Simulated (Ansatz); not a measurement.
**GeH2Br (quartet): from Hartree-Fock to the top rungs at a displaced geometry (v2), cc-pVDZ**

One table from this session's results is given with a row withheld; the runs are named, their logs left out.

Computed with Ansatz 0.2.0, Gaussian basis. Level: cc-pVDZ, core rule «outside noble gas», up to 28 orbitals frozen.

Plan: UHF; CCSD(T) on ROHF; CCSD(T) on UHF; BCCD(T) on ROHF; CISD; CCSDT(Q) on ROHF; CCSDT(Q) on UHF; CASSCF and MRCISD+Q, 13 electrons in 10 orbitals; CASSCF and NEVPT2, 13 electrons in 10 orbitals.

26 further runs of the same task are left out: 13 that didn't finish, 13 set aside as unsound or not needed.

### The geometry

The geometry is a PBE0/def2-TZVP stationary point (not a proven minimum) with its atoms shifted at random (size 0.100 Å). No spin-orbit coupling is included. The filled d shell of Ge, Br may be among the frozen orbitals whatever the setting's name suggests; the logs give the count.

4 atoms, charge 0, spin multiplicity 4.

Atoms are counted from 1 here; the program's logs count them from 0.

Bond lengths: Ge1–Br2 2.784 Å, Ge1–H3 1.589 Å, Ge1–H4 1.689 Å. Angles: Br2–Ge1–H3 154.0°, Br2–Ge1–H4 46.9°, H3–Ge1–H4 107.9°.

Coordinates:

```xyz
4
charge 0, multiplicity 4
Ge    0.0646    0.4849    0.6184
Br   -0.1003    0.4497   -2.1602
H    -0.0237   -0.1729    2.0625
H     0.0594   -0.7616   -0.5207
```

Set-up of the first run:

in.yaml reads:

```yaml
crystal:
  periodic: [false, false, false]
  atoms:
    - {symbol: Ge, position_ang: [0.064566, 0.484861, 0.618389]}
    - {symbol: Br, position_ang: [-0.100307, 0.449726, -2.160159]}
    - {symbol: H, position_ang: [-0.023672, -0.172948, 2.062476]}
    - {symbol: H, position_ang: [0.059413, -0.761639, -0.520706]}
basis:
  gaussian: {orbitals: cc-pVDZ}
magnetization: {spin_polarized: true, initial_magnetization: 3}
hamiltonian: {xc: hf}
output: {orbitals: {seedname: orbitals}}
```

The run is started by

```sh
ansatz run in.yaml --threads 1 --pin off --events-out ev --progress --plain --max-ram 2393MiB
```

Among the steps run: UHF; CCSD(T) on ROHF; CCSD(T) on UHF; BCCD(T) on ROHF; CISD; CCSDT(Q) on ROHF; CCSDT(Q) on UHF; CASSCF and MRCISD+Q, 13 electrons in 10 orbitals; CASSCF and NEVPT2, 13 electrons in 10 orbitals.

One of the session's tables, all rows but one given; the rest of the session is left out.

```
          method  from UCCSDT(Q) (kJ/mol)
            ROHF                   +598.0
             UHF                   +579.0
            RMP2                   +102.6
            UMP2                   +103.6
            CISD                    +63.2
           RCCSD                    +19.1
           UCCSD                    +17.4
        RCCSD(T)                        ?
        UCCSD(T)                     +4.2
         BCCD(T)                     +5.3
          RCCSDT                     +2.3
          UCCSDT                     +1.1
       RCCSDT(Q)                     +1.3
       UCCSDT(Q)                        0
  CASSCF valence                   +495.4
  NEVPT2 valence                   +118.7
  MRCISD valence                    +44.2
MRCISD+Q valence                     +5.6
```

Q: Estimate the row for RCCSD(T) from the others.

As computed: from UCCSDT(Q) (kJ/mol): +5.4. In the column «from UCCSDT(Q) (kJ/mol)» it lies between BCCD(T) (+5.3) and MRCISD+Q valence (+5.6).

To keep in mind: Restricted and unrestricted rows rest on different reference determinants; where their highest levels disagree by more than a few hundredths of an eV, they describe different states and don't form one ladder.
